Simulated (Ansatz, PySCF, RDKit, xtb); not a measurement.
**GeSiH5O: from the formula to a structure**

Only the formula GeSiH5O is given (odd number of electrons). Aim: find the structure of lowest free energy at 298.15 K, then its properties.

Plan: many cheap relaxations first (GFN2-xTB), then density-functional screening, relaxation at PBE0-D3(BJ)/def2-SVP, vibrations and a final energy. The numbers are computed, not measured.

6 further runs of the same task are left out: 6 set aside as unsound or not needed.

**1. Possible bonding patterns**

All bonding patterns within simple valence rules are listed by program: one Lewis structure each, at most two rings and one unusual centre or charged pair. O–O, O–halogen and N–halogen bonds and N–N–N chains are not drawn. That gives 11 candidates.

| label | SMILES | spin |
| --- | --- | --- |
| c071 | [SiH3][O][GeH2] | doublet |
| c139 | [SiH2-][OH+][GeH2] | doublet |
| c150 | O[SiH2][GeH2] | doublet |
| c270 | [OH][GeH2][SiH2] | doublet |
| c362 | [O][GeH2][SiH3] | doublet |
| c378 | [OH][GeH][SiH3] | doublet |
| c515 | [OH2+][SiH-][GeH2] | doublet |
| c541 | [SiH2][O][GeH3] | doublet |
| c642 | O[SiH][GeH3] | doublet |
| c866 | [OH2+][GeH-][SiH2] | doublet |
| c969 | [O][SiH2][GeH3] | doublet |

Candidates are built by distance geometry, with a force field where one applies, in up to four conformers (letters a to d). 6 starts with atoms placed at random are added, to find patterns that the rules miss.

**Question.** With final energies at CCSD(T)/def2-SVP + MP2/def2-TZVPP - MP2/def2-SVP, which structure will this search put lowest in free energy, and by what margin?

| quantity | value |
| --- | --- |
| lowest structure found | [SiH3][O][GeH2], doublet, C1 |
| next finalist | O[SiH2][GeH2], doublet, 5.3 kcal/mol higher in G |
| share at equilibrium, among the finalists | 100.0 % |
| harmonic wavenumbers, lowest and highest (PBE0-D3(BJ)/def2-SVP) | 54 and 2256 cm⁻¹ |
| rotational constants, same geometry | 1.105, 0.06837, 0.06654 cm⁻¹ |
| dipole moment (PBE0/def2-TZVPD) | 0.90 D |
| HOMO energy (highest over α and β) (PBE0/def2-TZVPD) | -6.33 eV |
| LUMO energy (lowest over α and β) (PBE0/def2-TZVPD) | -2.92 eV |
| lowest excitation (TD-CAM-B3LYP/def2-SVPD) | 4.22 eV (f = 0.006) |
| strongest of the states computed, same level | 5.05 eV (f = 0.044) |
| vertical ionisation energy (to the singlet cation) | 8.52 eV |
| vertical electron affinity | 1.08 eV |
| vertical quartet less doublet | +6.36 eV |

`[SiH3][O][GeH2]` comes out lowest. The margin of 5.3 kcal/mol over the next finalist is beyond the usual error of the last level; it says nothing of structures that weren't ranked. GFN2-xTB, r2SCAN-D4/def2-SVP, PBE0-D3(BJ)/def2-SVP, HF/def2-SVP and MP2/def2-SVP already put its bonding pattern lowest among the structures in one piece; HF/STO-3G favours the doublet [SiH2][O][GeH3]. 2 minima inside the window were never screened. The stability test raises a flag; for an open shell a flag towards a general spinor solution can be the free rotation of the spin. Lowest found is not proven lowest: the search is finite, and each finalist counts with one conformer. Patterns outside the rules of the enumeration were met only by chance.
